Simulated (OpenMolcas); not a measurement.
**Re⁴⁺ among point charges: CASSCF and CASPT2 levels and susceptibility**

Aim: the splitting of the states of Re⁴⁺ in the field of 5 point charges, its lowest levels with spin-orbit coupling and its magnetic susceptibility.

Method: state-averaged CASSCF and CASPT2, spin-orbit coupling by RASSI with atomic mean-field integrals. Code: OpenMolcas 26.06.

**1. The atom as given**

- Species: Re⁴⁺ (rhenium, Z = 75, 71 electrons)
- Basis: ANO-RCC-VDZP [7s6p4d2f1g], 68 functions
- Scalar Hamiltonian: DKH2, point nucleus
- Inactive shells: 1s 2s 2p 3s 3p 3d 4s 4p 4d 4f 5s 5p
- Active space: 3 electrons in 5 orbitals (5d)
- Some configurations of this space: 5d³
- Orbitals: optimised for each spin and parity, averaged over all roots

The outer shells:

5d3
```
5d [↑ ][↑ ][↑ ][  ][  ]
```

The ion sits among 5 point charges of -1.5 e arranged as a square pyramid (C4v), 1.78 Å from the ion, with the axial distance 1.655 Å.

The work runs as a chain of OpenMolcas steps in one folder; each step below is one input file. Labels, J, g values, rates, χT and fits are worked out afterwards by a script from the matrices that RASSI stores.

**2. Basis and integrals**

a.inp reads:

```
&GATEWAY
Coord
1

Re 0.0 0.0 0.0
Basis=ANO-RCC-VDZP
Group=NoSym
NoMove
AngMom=0.0 0.0 0.0
AMFI
XField
5 Angstrom 0
1.780000 0.000000 0.000000 -1.500000
0.000000 1.780000 0.000000 -1.500000
-1.780000 0.000000 0.000000 -1.500000
0.000000 -1.780000 0.000000 -1.500000
0.000000 0.000000 1.655400 -1.500000
&SEWARD
```

**3. Reference wave functions, quartets, 10 roots**

a.inp reads:

```
&RASSCF
FileOrb=start.orb
Symmetry=1
Spin=4
nActEl=3 0 0
Inactive=34
Ras2=5
CIRoot=10 10 1
SDav=10
CIMx=300
Iter=120 100
PrWF=0.3
OrbListing=Nothing
MaxOrb=0
>>> COPY $Project.JobIph JOB001
```

start.orb holds the contracted functions of the basis, ordered by shell, or the orbitals of the step before.

**4. CASSCF: doublets, 40 roots**

a.inp reads:

```
&RASSCF
FileOrb=start.orb
Symmetry=1
Spin=2
nActEl=3 0 0
Inactive=34
Ras2=5
CIRoot=40 40 1
SDav=40
CIMx=300
Iter=120 100
PrWF=0.3
OrbListing=Nothing
MaxOrb=0
>>> COPY $Project.JobIph JOB002
```

**5. State interaction with spin-orbit coupling**

a.inp reads:

```
&RASSI
NrOfJobIphs=2 10 40
1 2 3 4 5 6 7 8 9 10
1 2 3 4 5 6 7 8 9 10 11 12 13 14 15 16 17 18 19 20 21 22 23 24 25 26 27
28 29 30 31 32 33 34 35 36 37 38 39 40
IphNames
JOB001
JOB002
EJob
SpinOrbit
DIPRint=1.0
SOCoupling=1000.0
Subsets=2
Property=9
'ANGMOM' 1 'ANGMOM' 2 'ANGMOM' 3 'MLTPL  1' 1 'MLTPL  1' 2 'MLTPL  1' 3
'AMFI' 1 'AMFI' 2 'AMFI' 3
SOProperty=3
'ANGMOM' 1 'ANGMOM' 2 'ANGMOM' 3
```

**6. CASPT2: IPEA 0.25, imaginary shift 0.1 (closed shells correlated: 4f 5s 5p)**

a.inp reads:

```
>>> COPY JOB001 $Project.JobIph
&CASPT2
Multistate=10 1 2 3 4 5 6 7 8 9 10
NoMult
Frozen=23
IPEA=0.25
Imaginary=0.1
MaxIter=60
WThr=0.0 0.3 0.05
PrWF=0.5
NoMix
>>> COPY JOB002 $Project.JobIph
&CASPT2
Multistate=40 1 2 3 4 5 6 7 8 9 10 11 12 13 14 15 16 17 18 19 20 21 22
23 24 25 26 27 28 29 30 31 32 33 34 35 36 37 38 39 40
NoMult
Frozen=23
IPEA=0.25
Imaginary=0.1
MaxIter=60
WThr=0.0 0.3 0.05
PrWF=0.5
NoMix
```

(Steps that only read results are left out.)

**Question.** What will these runs give? Wanted: spin-free ground state; first state of the same spin within the active space; lowest level; next level.

The runs gave:

| quantity | value |
| --- | --- |
| method | SS-CASPT2, IPEA 0.25, imaginary shift 0.1 (closed shells correlated: 4f 5s 5p) |
| spin-free ground state | quartet, 1-fold in its orbital part |
| first state of the same spin within the active space | quartet at 2690 cm⁻¹ |
| lowest level | 2-fold, g = 0.74, 0.74, 1.18 |
| next level | 1878.0 cm⁻¹ |
| χT at 300 K | 0.14 cm³ K/mol |
| effective moment at 300 K | 1.07 μB |

Cost by method:

| method | time of its own steps | time with the reference |
| --- | --- | --- |
| A. CASSCF | 8.9 s | 8.9 s |
| B. SS-CASPT2, IPEA 0.25, imaginary shift 0.1, +4f 5s 5p | 12 s | 21 s |

Times are of one thread on a shared host.

**Reading.** The spin-free ground state (quartet) comes to 58 % from free-ion P terms and keeps the highest spin of the shell. χT at 300 K is 0.14, against 1.88 cm³ K/mol for the spin alone, so spin-orbit coupling lowers it. The field of point charges can differ much from that of real complexes. Point charges carry no covalency, so the field is a model and not that of real ligands.
